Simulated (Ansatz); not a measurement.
The system is TaVN2.

```
CELL_PARAMETERS angstrom
3.04987 0.00000 0.00000
0.00000 3.04987 0.00000
0.00000 0.00000 4.29606
ATOMIC_POSITIONS crystal
Ta 0.00000 0.00000 0.00000
V 0.50000 0.50000 0.50000
N 0.50000 0.50000 0.00000
N 0.00000 0.00000 0.50000
```

The cell comes from a database or a generator and needn't be the stable form of this composition.

* Program: Ansatz 0.2.0
* Task: relaxation of cell and atoms
* Functional: PBEsol
* Potentials or basis: Ansatz PAW
* Cutoff: 420 eV (not typed: the program's choice for these potentials)
* k mesh: 9 × 9 × 6
* Occupations: fermi-dirac, width 0.05 eV
* Spin: collinear spin, ferromagnetic start
* Starting moments: [0.0, 2.0, 0.0, 0.0] μB

At the start: volume 9.99 Å³/atom.

Q: How do energy, volume and symmetry change on relaxing?

A: It ends after 7 steps and the volume is 9.62 Å³/atom (-3.7 %); space group P4/mmm (No. 123, to 0.05 Å); moment 0.60 μB per cell.

The path:
```csv
step,energy change (eV),largest force (eV/Å),volume (Å³)
1,0.0000,0.0000,39.96
2,-0.0568,0.0000,38.49
3,-0.0570,0.0000,38.52
4,-0.0570,0.0000,38.51
5,-0.0529,0.0000,38.51
6,-0.0530,0.0000,38.49
7,-0.0529,0.0000,38.49
```

Final structure:
```yaml
crystal:
  lattice:
    - [3.01527, 0.00000, 0.00000]
    - [0.00000, 3.01527, 0.00000]
    - [0.00000, 0.00000, 4.23383]
  atoms:
    - { symbol: Ta, position: [0.00000, 0.00000, 0.00000] }
    - { symbol: V, position: [0.50000, 0.50000, 0.50000] }
    - { symbol: N, position: [0.50000, 0.50000, 0.00000] }
    - { symbol: N, position: [0.00000, 0.00000, 0.50000] }
```

Caveat: the plane-wave basis is chosen anew once the cell has moved, so the energies of steps on either side of that aren't comparable; the pressure holds a Pulay correction of +0.6 GPa for the finite cutoff; the PAW data sets come from PBE, with cores solved anew for the run's functional, which leaves a small shift of forces and pressure.
